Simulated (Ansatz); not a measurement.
# AlBFH3O2: two geometries relaxed

Method: RKS PBE-D4/def2-SVP, in Ansatz 0.2.0.

## 1. The starting structure

Bond lengths: B1–O2 1.394 Å, O2–Al3 1.843 Å, Al3–O4 1.804 Å, Al3–F5 1.811 Å, B1–H6 1.209 Å, B1–H7 1.217 Å, O4–H8 1.026 Å. Angles: B1–O2–Al3 103.7°, O2–B1–H6 123.8°, O2–B1–H7 121.1°, H6–B1–H7 114.8°, O2–Al3–O4 119.0°, O2–Al3–F5 120.1°, O4–Al3–F5 120.7°, Al3–O4–H8 101.0°.

As a file:

```xyz
8

B    -0.1913    1.5326    0.1147
O     1.0190    0.8523    0.2373
Al    0.6164   -0.8595   -0.3134
O     0.1389   -2.0867    0.9196
F     0.8361   -1.3303   -2.0478
H    -0.9808    1.6684    1.0196
H    -0.4637    2.1520   -0.8966
H    -0.8824   -1.9859    0.9108
```

## 2. End point A

input.yaml

```yaml
crystal:
  periodic: [false, false, false]
  atoms:
    - { symbol: B, position_ang: [-0.1913, 1.5326, 0.1147] }
    - { symbol: O, position_ang: [1.019, 0.8523, 0.2373] }
    - { symbol: Al, position_ang: [0.6164, -0.8595, -0.3134] }
    - { symbol: O, position_ang: [0.1389, -2.0867, 0.9196] }
    - { symbol: F, position_ang: [0.8361, -1.3303, -2.0478] }
    - { symbol: H, position_ang: [-0.9808, 1.6684, 1.0196] }
    - { symbol: H, position_ang: [-0.4637, 2.152, -0.8966] }
    - { symbol: H, position_ang: [-0.8824, -1.9859, 0.9108] }
basis:
  gaussian: { orbitals: def2-SVP }
hamiltonian:
  xc: pbe
  dispersion: d4
relax:
  f_tol: 0.015
  max_steps: 40
```

The run is started by

```
$ ansatz run input.yaml --threads 1 --pin off --max-ram 2048MiB --backend cpu --events-out ev --progress --plain --runs-dir out
```

Q: Estimate wall time and peak memory on 1 thread of Intel Xeon 6975P-C (Granite Rapids), shared host.

About 39 s, with a peak of 0.17 GiB.
